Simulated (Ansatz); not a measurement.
# CH5FOSeSi: one species, many methods

The task here is to estimate one member of a computed series from the others.

Computed with Ansatz 0.2.0, Gaussian basis. Level: functionals in def2-TZVPP, the program's frozen cores in correlated methods.

The runs, in order: PBE-D4, r2SCAN-D4, PBE0-D4, B3LYP-D4, ωB97X-V, ωB97M-V, B2PLYP; CCSD(T)/def2-TZVPP; MP2/def2-QZVPP; extrapolation to the limit.

### The relaxed structure

The geometry comes from an earlier relaxation with PBE0-D4 in a triple-zeta def2 set; it is a stationary point, not always the lowest conformer.

SMILES `F[SiH2]OC[SeH]`, 10 atoms, charge 0, spin multiplicity 1.

Atoms are counted from 1 here; the program's logs count them from 0.

Bond lengths: F1–Si2 1.596 Å, Si2–O3 1.635 Å, Si2–H6 1.476 Å, Si2–H7 1.476 Å, O3–C4 1.392 Å, C4–Se5 1.963 Å, C4–H8 1.088 Å, C4–H9 1.093 Å, Se5–H10 1.469 Å. Angles: F1–Si2–O3 109.6°, F1–Si2–H6 107.4°, F1–Si2–H7 108.9°, O3–Si2–H6 113.1°, O3–Si2–H7 104.9°, H6–Si2–H7 112.9°, Si2–O3–C4 128.1°, O3–C4–Se5 115.7°, O3–C4–H8 108.4°, O3–C4–H9 111.3°, Se5–C4–H8 108.0°, Se5–C4–H9 103.9°, H8–C4–H9 109.4°, C4–Se5–H10 94.6°.

Geometry (Å):

```mol
CH5FOSeSi
  3D, bonds by distance, orders not assigned

 10  9  0  0  0  0  0  0  0  0999 V2000
   -2.0236    0.8755   -0.7161 F   0  0
   -0.5571    0.6231   -1.2940 Si  0  0
    0.1036   -0.6829   -0.5647 O   0  0
    0.1595   -0.9693    0.7968 C   0  0
    0.7066    0.5165    1.9566 Se  0  0
    0.2193    1.8602   -1.0803 H   0  0
   -0.6624    0.2500   -2.7177 H   0  0
    0.8588   -1.7893    0.9469 H   0  0
   -0.8223   -1.2556    1.1821 H   0  0
    2.1007    0.5206    1.4934 H   0  0
  1  2  8  0
  2  3  8  0
  3  4  8  0
  4  5  8  0
  2  6  8  0
  2  7  8  0
  4  8  8  0
  4  9  8  0
  5 10  8  0
M  END
```

Set-up of the first run:

in.yaml

```yaml
crystal:
  periodic: [false, false, false]
  atoms:
    - {symbol: F, position_ang: [-2.023648, 0.875548, -0.716110]}
    - {symbol: Si, position_ang: [-0.557108, 0.623068, -1.294042]}
    - {symbol: O, position_ang: [0.103553, -0.682917, -0.564725]}
    - {symbol: C, position_ang: [0.159459, -0.969305, 0.796766]}
    - {symbol: Se, position_ang: [0.706625, 0.516469, 1.956553]}
    - {symbol: H, position_ang: [0.219347, 1.860167, -1.080326]}
    - {symbol: H, position_ang: [-0.662355, 0.250025, -2.717748]}
    - {symbol: H, position_ang: [0.858811, -1.789306, 0.946875]}
    - {symbol: H, position_ang: [-0.822291, -1.255551, 1.182112]}
    - {symbol: H, position_ang: [2.100705, 0.520602, 1.493446]}
basis:
  gaussian: {orbitals: def2-TZVPP}
hamiltonian: {xc: pbe, dispersion: d4}
output: {forces: true, orbitals: {seedname: orbitals}}
```

The run is started by

```bash
> ansatz run in.yaml --threads 4 --pin off --events-out ev --progress --plain --max-ram 10444MiB
```

Among the steps run: PBE-D4 (GGA); r2SCAN-D4 (meta-GGA); PBE0-D4 (hybrid); B3LYP-D4 (hybrid); ωB97X-V (range-separated); ωB97M-V (range-separated); B2PLYP (double hybrid); CCSD(T) in def2-TZVPP; MP2 in def2-QZVPP.

One table of the session follows, with a row left open; its other results are not shown here.

It belongs to the step «Atomisation energies». 

| method | atomisation energy (kJ/mol) |
| --- | --- |
| PBE-D4 | 3591.0 |
| r2SCAN-D4 | 3552.7 |
| PBE0-D4 | 3517.2 |
| B3LYP-D4 | 3533.6 |
| ωB97X-V | ? |
| ωB97M-V | 3546.2 |
| B2PLYP | 3501.5 |
| HF/def2-TZVPP | 2537.5 |
| MP2/def2-TZVPP | 3530.6 |
| CCSD/def2-TZVPP | 3404.4 |
| CCSD(T)/def2-TZVPP | 3459.9 |
| MP2/CBS | 3636.7 |
| CCSD(T)/CBS | 3566.0 |

**Question.** Estimate the row for ωB97X-V.

As computed: atomisation energy (kJ/mol): 3559.0. In the column «atomisation energy (kJ/mol)» it lies between r2SCAN-D4 (3552.7) and CCSD(T)/CBS (3566.0).
